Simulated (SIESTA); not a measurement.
## Tl in SIESTA: the effect of functional

Slab: Tl, a slab with vacuum.

```xyz
3
Lattice="3.4560 0.0000 0.0000 -1.7280 2.9930 0.0000 0.0000 0.0000 20.5250" Properties=species:S:1:pos:R:3 pbc="T T T"
Tl    0.0000    1.9953    7.5000
Tl    1.7280    0.9977   10.2625
Tl    0.0000    1.9953   13.0250
```

The slab is cut from a database's or a generator's crystal, which needn't be the stable form of the element.

Alike in all runs:

- Program: SIESTA 5.4.2
- Task: single point
- Basis: DZP (energy shift 0.003 Ry; two zetas on semicore shells)
- Grid cutoff: 500 Ry
- Energy shift: 0.003 Ry
- k mesh: 9 × 9 × 1
- Occupations: fermi-dirac, width 0.05 eV
- Spin: no spin polarisation

| functional | potentials or basis | largest force (eV/Å) |
| --- | --- | --- |
| LDA | PseudoDojo 0.4 standard (LDA files) | ? |
| PBEsol | PseudoDojo 0.4 standard (PBEsol files) | 0.04 |
| AM05 | PseudoDojo 0.4 standard (PBEsol files) | 0.01 |
| WC | PseudoDojo 0.4 standard (PBEsol files) | 0.04 |
| PBE | PseudoDojo 0.4 standard (PBE files) | 0.16 |
| PW91 | PseudoDojo 0.4 standard (PBE files) | 0.15 |
| revPBE | PseudoDojo 0.4 standard (PBE files) | 0.24 |
| RPBE | PseudoDojo 0.4 standard (PBE files) | 0.27 |
| BLYP | PseudoDojo 0.4 standard (PBE files) | 0.40 |

Task: What does the run with functional LDA give?

Result: Largest force 0.17 eV/Å.

Caveats: the potentials were made for another functional, which shifts forces and pressure (some runs).
